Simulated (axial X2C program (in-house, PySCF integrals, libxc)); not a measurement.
**A two-component session on InGa⁺: EOM-IP-CCSD levels**

Wanted for InGa⁺: EOM-IP-CCSD levels, at the two-component level.

Program: an in-house X2C program for linear molecules on PySCF integrals. Level of theory: two-component X2C with atomic mean-field terms, In dyall-cv3z, Ga dyall-cv3z. These are calculated values, not measurements.

## Step 1: Set-up

File task.json:

```json
{
 "zs": [
  49,
  31
 ],
 "q": 1,
 "bas": [
  "dyall-cv3z",
  "dyall-cv3z"
 ],
 "r0": 2.66,
 "eom": "ip",
 "rq": 0,
 "thr": -1.0,
 "nmax": 95,
 "grid": [
  1,
  0.96,
  1.045,
  0.92,
  1.09,
  1.15
 ]
}
```

Keys: zs atomic numbers; q charge; bas basis sets; r0 starting distance in Å; eom kind of EOM run; thr threshold in hartree for freezing inner shells (an s shell follows its p shell); nmax most natural virtual spinors; grid distances as factors.

Launch:

```
> python soeom.py task.json out
```

After this run come: EOM-IP-CCSD at 2.620 Å.

**Question.** What will these runs give? Wanted: next root led by one particle; T1 of the reference.

**Answer**, as computed:

| quantity | value |
| --- | --- |
| lowest root at 2.620 Å | Ω = 3/2, 5.994 eV |
| next root led by one particle | Ω = 1/2, about 28160 cm⁻¹ higher |
| T1 of the reference | 0.021 |

What this shows: Removing an electron from the reference determinant of InGa costs 5.99 eV and empties a spinor of 50% Ga pπ, 45% In pπ. The closed-shell reference lies 0.64 eV above the lowest determinant found, so these energies count from an excited configuration. Errors of 0.1 to 0.3 eV are usual at this size, and roots led by higher excitations are left out, so the list is incomplete, and low states of that kind can be missing. T1 or the largest double amplitude of the reference is raised, which lowers the reliability.
